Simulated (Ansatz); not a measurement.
# CH5GaOSSi: small, medium and large basis sets

Aim: see how fast density functionals converge with the basis set for CH5GaOSSi.

Program: Ansatz 0.2.0, Gaussian basis. Level of theory: one geometry, several basis sets. These are calculated values, not measurements.

The runs, in order: PBE0-D4/def2-SVP; ωB97M-V/def2-SVP; PBE0-D4/def2-QZVPP; ωB97M-V/def2-QZVPP; the functionals' def2-TZVPP values are taken from earlier runs.

## 1. Structure used throughout

The geometry comes from an earlier relaxation with PBE0-D4 in a triple-zeta def2 set; it is a stationary point, not always the lowest conformer.

SMILES `O[SiH2][Ga]1[CH2][S]1`, 10 atoms, charge 0, spin multiplicity 1.

Atoms are counted from 1 here; the program's logs count them from 0.

Bond lengths: O1–Si2 1.648 Å, O1–H6 0.958 Å, Si2–Ga3 2.382 Å, Si2–H7 1.489 Å, Si2–H8 1.480 Å, Ga3–C4 1.949 Å, Ga3–S5 2.179 Å, C4–S5 1.864 Å, C4–H9 1.086 Å, C4–H10 1.086 Å. Angles: Si2–O1–H6 118.4°, O1–Si2–Ga3 113.1°, O1–Si2–H7 112.1°, O1–Si2–H8 105.7°, Ga3–Si2–H7 106.6°, Ga3–Si2–H8 109.4°, H7–Si2–H8 109.9°, Si2–Ga3–C4 165.7°, Si2–Ga3–S5 140.9°, C4–Ga3–S5 53.3°, Ga3–C4–S5 69.6°, Ga3–C4–H9 120.0°, Ga3–C4–H10 119.9°, S5–C4–H9 113.5°, S5–C4–H10 113.5°, H9–C4–H10 112.7°, Ga3–S5–C4 57.0°.

## 2. PBE0-D4 in def2-SVP

Input file in.yaml:

```yaml
crystal:
  periodic: [false, false, false]
  atoms:
    - {symbol: O, position_ang: [-0.286070, 1.593911, 2.224754]}
    - {symbol: Si, position_ang: [-0.441150, 0.011352, 1.792611]}
    - {symbol: Ga, position_ang: [0.190328, -0.407880, -0.465635]}
    - {symbol: C, position_ang: [0.634852, -0.273571, -2.358903]}
    - {symbol: S, position_ang: [0.678582, -2.053691, -1.807049]}
    - {symbol: H, position_ang: [-0.767314, 2.253118, 1.723168]}
    - {symbol: H, position_ang: [-1.840599, -0.476523, 1.941119]}
    - {symbol: H, position_ang: [0.453321, -0.741606, 2.700475]}
    - {symbol: H, position_ang: [-0.143746, -0.065685, -3.086812]}
    - {symbol: H, position_ang: [1.605095, 0.109473, -2.660828]}
basis:
  gaussian: {orbitals: def2-SVP}
hamiltonian: {xc: pbe0, dispersion: d4}
output: {orbitals: {seedname: orbitals}}
```

After this run come: ωB97M-V in def2-SVP; PBE0-D4 in def2-QZVPP; ωB97M-V in def2-QZVPP.

Before running them: what should the planned runs give, taken together? Wanted: PBE0-D4: double and triple zeta above quadruple; ωB97M-V: double and triple zeta above quadruple.

**Answer**, as computed:

| quantity | value |
| --- | --- |
| PBE0-D4: double and triple zeta above quadruple | 19.18, 1.95 eV |
| ωB97M-V: double and triple zeta above quadruple | 19.17, 1.88 eV |

**Reading.** PBE0-D4 gains 17.22 eV from double to triple zeta, then 1.95 eV more. Total energies overstate the basis error of differences, where much of it tends to cancel.
